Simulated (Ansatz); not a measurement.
# CH₈AlBSi₂: up Jacob's ladder to CCSD(T)

The task here is to estimate one member of a computed series from the others.

Program: Ansatz 0.2.0, Gaussian basis. Level of theory: functionals in def2-TZVPP, the program's frozen cores in correlated methods. These are calculated values, not measurements.

Plan: PBE-D4, r2SCAN-D4, PBE0-D4, B3LYP-D4, ωB97X-V, ωB97M-V, B2PLYP; CCSD(T)/def2-TZVPP; MP2/def2-QZVPP; extrapolation to the limit.

## The relaxed structure

The geometry comes from an earlier relaxation with PBE0-D4 in a triple-zeta def2 set; it is a stationary point, not always the lowest conformer.

13 atoms, charge 0, spin multiplicity 1.

Atoms are counted from 1 here; the program's logs count them from 0.

Bond lengths: B1–Si2 1.867 Å, B1–Al5 2.136 Å, B1–H6 1.191 Å, B1–H7 1.254 Å, Si2–C3 1.867 Å, Si2–Al5 2.778 Å, Si2–H8 1.487 Å, C3–Si4 1.914 Å, C3–H9 1.094 Å, C3–H10 1.091 Å, Si4–Al5 2.448 Å, Si4–H11 1.492 Å, Si4–H12 1.495 Å, Al5–H7 1.920 Å, Al5–H13 1.584 Å. Angles: Si2–B1–Al5 87.6°, Si2–B1–H6 127.6°, Si2–B1–H7 115.7°, Al5–B1–H6 121.2°, Al5–B1–H7 62.8°, H6–B1–H7 116.4°, B1–Si2–C3 122.9°, B1–Si2–Al5 50.2°, B1–Si2–H8 122.0°, C3–Si2–Al5 87.6°, C3–Si2–H8 114.0°, Al5–Si2–H8 127.1°, Si2–C3–Si4 103.8°, Si2–C3–H9 109.0°, Si2–C3–H10 113.7°, Si4–C3–H9 109.3°, Si4–C3–H10 112.4°, H9–C3–H10 108.6° and more.

The first run:

Contents of in.yaml:

```yaml
crystal:
  periodic: [false, false, false]
  atoms:
    - {symbol: B, position_ang: [-1.960558, 0.480173, -0.054888]}
    - {symbol: Si, position_ang: [-0.822962, -0.686729, -0.966229]}
    - {symbol: C, position_ang: [0.686377, -1.451489, -0.177948]}
    - {symbol: Si, position_ang: [1.618824, 0.044698, 0.566155]}
    - {symbol: Al, position_ang: [-0.234579, 1.638516, 0.436260]}
    - {symbol: H, position_ang: [-2.952652, 0.995821, -0.463826]}
    - {symbol: H, position_ang: [-1.707698, 0.644772, 1.162526]}
    - {symbol: H, position_ang: [-0.883877, -0.853403, -2.442894]}
    - {symbol: H, position_ang: [0.367719, -2.116100, 0.629982]}
    - {symbol: H, position_ang: [1.303225, -2.020572, -0.874877]}
    - {symbol: H, position_ang: [2.333301, -0.317011, 1.825604]}
    - {symbol: H, position_ang: [2.666784, 0.434455, -0.426256]}
    - {symbol: H, position_ang: [-0.393502, 3.172065, 0.801291]}
basis:
  gaussian: {orbitals: def2-TZVPP}
hamiltonian: {xc: pbe, dispersion: d4}
output: {forces: true, orbitals: {seedname: orbitals}}
```

On the command line:

```sh
$ ansatz run in.yaml --threads 4 --pin off --events-out ev --progress --plain --max-ram 10444MiB
```

Among the steps run: PBE-D4 (GGA); r2SCAN-D4 (meta-GGA); PBE0-D4 (hybrid); B3LYP-D4 (hybrid); ωB97X-V (range-separated); ωB97M-V (range-separated); B2PLYP (double hybrid); CCSD(T) in def2-TZVPP; MP2 in def2-QZVPP.

One table of the session follows, with a row left open; its other results are not shown here.

```
            method  atomisation energy (kcal/mol)
            PBE-D4                         1002.2
         r2SCAN-D4                         1004.2
           PBE0-D4                          997.1
          B3LYP-D4                          991.8
           ωB97X-V                         1001.1
           ωB97M-V                          996.8
            B2PLYP                          978.3
     HF/def2-TZVPP                          748.4
    MP2/def2-TZVPP                              ?
   CCSD/def2-TZVPP                          955.9
CCSD(T)/def2-TZVPP                          969.9
           MP2/CBS                          997.2
       CCSD(T)/CBS                          993.7
```

Q: Estimate the row for MP2/def2-TZVPP from the others.

The run gave: atomisation energy (kcal/mol): 973.4. In the column «atomisation energy (kcal/mol)» it lies between CCSD(T)/def2-TZVPP (969.9) and B2PLYP (978.3).

Caveats from the session: Free atoms (1 B, 2 Si, 1 C, 1 Al, 8 H) were run apart at each level; the atomisation energy is their sum less the molecule, without zero-point or spin-orbit terms.
